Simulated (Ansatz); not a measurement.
# C3H7FSi: a ladder of functionals and wavefunction methods

The task here is to estimate one member of a computed series from the others.

The runs use Ansatz 0.2.0, Gaussian basis; functionals in def2-TZVPP, the program's frozen cores in correlated methods.

Plan: LDA (SPW92), PBE-D4, revPBE-D4, BLYP-D4, r2SCAN-D4, B97M-V, PBE0-D4, B3LYP-D4, r2SCANh-D4, r2SCAN0-D4, HSE06-D4, BHLYP-D4, CAM-B3LYP-D4, LC-ωPBE, ωB97X-V, ωB97M-V, B2PLYP, PBE-QIDH; CCSD(T)/def2-SVP; CCSD(T)/def2-TZVPP; MP2/def2-QZVPP; extrapolation to the limit; RPA on PBE.

## The geometry

An earlier PBE0-D4 in a triple-zeta def2 set relaxation fixed the geometry.

SMILES `FC/C=C/[SiH3]`, 12 atoms, charge 0, spin multiplicity 1.

Atoms are counted from 1 here; the program's logs count them from 0.

Bond lengths: F1–C2 1.375 Å, C2–C3 1.487 Å, C2–H6 1.097 Å, C2–H7 1.097 Å, C3–C4 1.330 Å, C3–H8 1.090 Å, C4–Si5 1.854 Å, C4–H9 1.088 Å, Si5–H10 1.488 Å, Si5–H11 1.488 Å, Si5–H12 1.488 Å. Angles: F1–C2–C3 112.2°, F1–C2–H6 108.0°, F1–C2–H7 108.0°, C3–C2–H6 110.3°, C3–C2–H7 110.3°, H6–C2–H7 107.8°, C2–C3–C4 125.3°, C2–C3–H8 113.9°, C4–C3–H8 120.8°, C3–C4–Si5 122.8°, C3–C4–H9 117.4°, Si5–C4–H9 119.8°, C4–Si5–H10 111.0°, C4–Si5–H11 108.9°, C4–Si5–H12 111.0°, H10–Si5–H11 109.2°, H10–Si5–H12 107.5°, H11–Si5–H12 109.2°.

As a file:

```
F    -1.4193    2.1595    0.4904
C    -0.6061    1.4566    1.3479
C     0.0281    0.2854    0.6859
C    -0.1489   -0.0683   -0.5841
Si    0.6780   -1.5455   -1.3411
H     0.1619    2.1425    1.7268
H    -1.2135    1.1297    2.2011
H     0.6793   -0.2924    1.3413
H    -0.8114    0.5493   -1.1875
H     1.5360   -1.1467   -2.4896
H     1.5201   -2.2071   -0.3084
H    -0.3274   -2.5181   -1.8487
```

The first run:

The input, in.yaml:

```yaml
crystal:
  periodic: [false, false, false]
  atoms:
    - {symbol: F, position_ang: [-1.419317, 2.159490, 0.490417]}
    - {symbol: C, position_ang: [-0.606053, 1.456592, 1.347901]}
    - {symbol: C, position_ang: [0.028116, 0.285412, 0.685878]}
    - {symbol: C, position_ang: [-0.148887, -0.068298, -0.584065]}
    - {symbol: Si, position_ang: [0.677975, -1.545522, -1.341072]}
    - {symbol: H, position_ang: [0.161898, 2.142494, 1.726842]}
    - {symbol: H, position_ang: [-1.213497, 1.129712, 2.201112]}
    - {symbol: H, position_ang: [0.679321, -0.292424, 1.341343]}
    - {symbol: H, position_ang: [-0.811372, 0.549266, -1.187530]}
    - {symbol: H, position_ang: [1.536011, -1.146695, -2.489595]}
    - {symbol: H, position_ang: [1.520090, -2.207093, -0.308447]}
    - {symbol: H, position_ang: [-0.327386, -2.518133, -1.848684]}
basis:
  gaussian: {orbitals: def2-TZVPP}
hamiltonian: {xc: lda}
output: {orbitals: {seedname: orbitals}}
```

The run is started by

```console
> ansatz run in.yaml --threads 4 --pin off --events-out ev --progress --plain --max-ram 10444MiB
```

Steps of the session up to this table: LDA; PBE-D4 (GGA); revPBE-D4 (GGA); BLYP-D4 (GGA); r2SCAN-D4 (meta-GGA); B97M-V (meta-GGA); B3LYP-D4 (hybrid); r2SCANh-D4 (hybrid); r2SCAN0-D4 (hybrid); HSE06-D4 (hybrid); BHLYP-D4 (hybrid); CAM-B3LYP-D4 (range-separated); LC-ωPBE (range-separated); ωB97X-V (range-separated); ωB97M-V (range-separated); B2PLYP (double hybrid); PBE-QIDH (double hybrid).

One table of the session follows, with a row left open; its other results are not shown here.

It belongs to the step «Frontier levels by functional». 

```
  functional  HOMO (eV)  gap (eV)
 LDA (SPW92)      -6.80      5.18
      PBE-D4      -6.66      5.25
   revPBE-D4      -6.61      5.27
     BLYP-D4      -6.51      5.25
   r2SCAN-D4      -6.88      5.66
      B97M-V      -6.94      5.72
     PBE0-D4      -7.80      7.38
    B3LYP-D4          ?         ?
  r2SCANh-D4      -7.31      6.45
  r2SCAN0-D4      -7.95      7.63
    HSE06-D4      -7.40      6.60
    BHLYP-D4      -8.78      9.49
CAM-B3LYP-D4      -9.11      9.86
     LC-ωPBE     -10.50     12.38
     ωB97X-V     -10.12     11.93
     ωB97M-V     -10.01     11.69
```

Estimate the missing values for B3LYP-D4.

Worked estimate for «HOMO (eV)». Against the share of exact exchange, BLYP-D4 (0, -6.51), BHLYP-D4 (0.5, -8.78) give a slope of -4.54 per unit share; at 0.2 the line stands at -7.42.

As computed: HOMO (eV): -7.58; gap (eV): 6.95. In «HOMO (eV)» the line misses by +0.16.
